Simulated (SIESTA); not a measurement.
Crystal: Ge2Sb2Te5.

```
Te Sb Ge
1.0
     6.83914   -3.06601    0.00000
     6.83914    3.06601    0.00000
    -6.83098    0.00000    6.84761
Te Sb Ge
5 2 2
Direct
  0.59470 0.59470 0.38643
  0.79529 0.79529 0.19611
  0.00832 0.00832 0.00643
  0.20652 0.20652 0.80980
  0.39996 0.39996 0.59712
  0.90171 0.90171 0.58787
  0.11187 0.11187 0.41735
  0.28429 0.28429 0.18783
  0.49734 0.49734 0.01104
```

The cell comes from a database or a generator and needn't be the stable form of this composition.

```yaml
Program: SIESTA 5.4.2
Task: single point
Functional: PBE
Potentials_or_basis: PseudoDojo 0.4 standard (PBE files)
Basis: DZP (energy shift 0.003 Ry; two zetas on semicore shells)
Grid_cutoff: 800 Ry
Energy_shift: 0.003 Ry
k_mesh: 5 × 5 × 4
Occupations: fermi-dirac, width 0.05 eV
Spin: no spin polarisation
```

On this cell: pressure 1.0 GPa; largest force 0.296 eV/Å; band gap on the k mesh 0.24 eV, indirect (least direct gap 0.31 eV).

The same run follows on a disturbed copy (atoms moved at random, drawn with an rms of 0.05 Å):

```
CELL_PARAMETERS angstrom
6.83914 -3.06601 0.00000
6.83914 3.06601 0.00000
-6.83098 0.00000 6.84761
ATOMIC_POSITIONS crystal
Te 0.59815 0.58688 0.37946
Te 0.79638 0.79580 0.19890
Te 0.00833 0.01067 0.01025
Te 0.21042 0.21575 0.82057
Te 0.39825 0.40193 0.59877
Sb 0.90679 0.90658 0.59342
Sb 0.11416 0.11323 0.42488
Ge 0.28948 0.28440 0.19509
Ge 0.50120 0.50043 0.00824
```

What changes?

The energy moves by +3.1 meV/atom; pressure 1.0 GPa; largest force 0.381 eV/Å; band gap on the k mesh 0.26 eV, indirect (least direct gap 0.31 eV).

Forces on the atoms (eV/Å):
```
Te  -0.068  0.114  0.357
Te   0.216 -0.010 -0.218
Te  -0.137 -0.035 -0.154
Te  -0.022  0.010 -0.197
Te   0.292 -0.049  0.118
Sb  -0.110  0.017  0.036
Sb  -0.120 -0.058 -0.022
Ge  -0.079  0.015  0.010
Ge   0.029 -0.004  0.069
```

Stress tensor (GPa, compression positive):
```
 1.24 -0.04 -0.26
-0.04  0.47  0.01
-0.26  0.01  1.33
```

Caveats: spin-orbit coupling is left out, which moves the levels of the heavy elements; an odd mesh through Γ misses points on the zone boundary, where band edges often lie; the basis of atomic orbitals isn't converged, which shifts pressures, moduli and gaps.
